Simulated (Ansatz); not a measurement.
# Pd (fcc type): the cost of one run

Method: DFT PBE, with the methods named in each step, in Ansatz 0.2.0.

## Step 1: The system as given

It takes space group Fm-3m (No. 225, cubic). Conventional cell: a = 3.945 Å, b = 3.945 Å, c = 3.945 Å, α = 90.00°, β = 90.00°, γ = 90.00°. Pd (site symmetry m-3m) has 12 Pd at 2.79 Å as nearest neighbours.

Coordinates:

```
Pd
1.0
     0.00000    1.97261   -1.97261
    -1.97261    0.00000    1.97261
     3.94522    3.94522    3.94522
Pd
3
Direct
  0.00000 0.00000 0.00000
  0.33333 0.66667 0.33333
  0.66667 0.33333 0.66667
```

Atoms are numbered in the order of the input: Pd1, Pd2, Pd3.

## Step 2: Bulk in the slab's orientation, LAPW

The input, input.yaml:

```yaml
crystal:
  lattice:
    - [0.0, 1.9726083356, -1.9726083356]
    - [-1.9726083356, 0.0, 1.9726083356]
    - [3.9452166713, 3.9452166713, 3.9452166713]
  atoms:
    - { symbol: Pd, position: [0.0, 0.0, 0.0] }
    - { symbol: Pd, position: [0.333333333, 0.666666667, 0.333333333] }
    - { symbol: Pd, position: [0.666666667, 0.333333333, 0.666666667] }
kpoints:
  mp_grid: { grid: [17, 17, 6] }
scf:
  occupations: { method: fermi_dirac, width: 0.08 }
hamiltonian:
  xc: pbe
  pseudopotentials: { kind: all_electron, lapw: { basis_error: 0.001 } }
output:
  forces: true
  stress: true
  eigenvalues: true
```

Started as:

```
> ansatz run input.yaml --threads 1 --pin off --max-ram 3584MiB --backend cpu --events-out ev --progress --plain --runs-dir out
```

Q: Estimate wall time and peak memory on 1 thread of Arm Neoverse V1, shared host.

About 2.3 min, with a peak of 1 GiB.
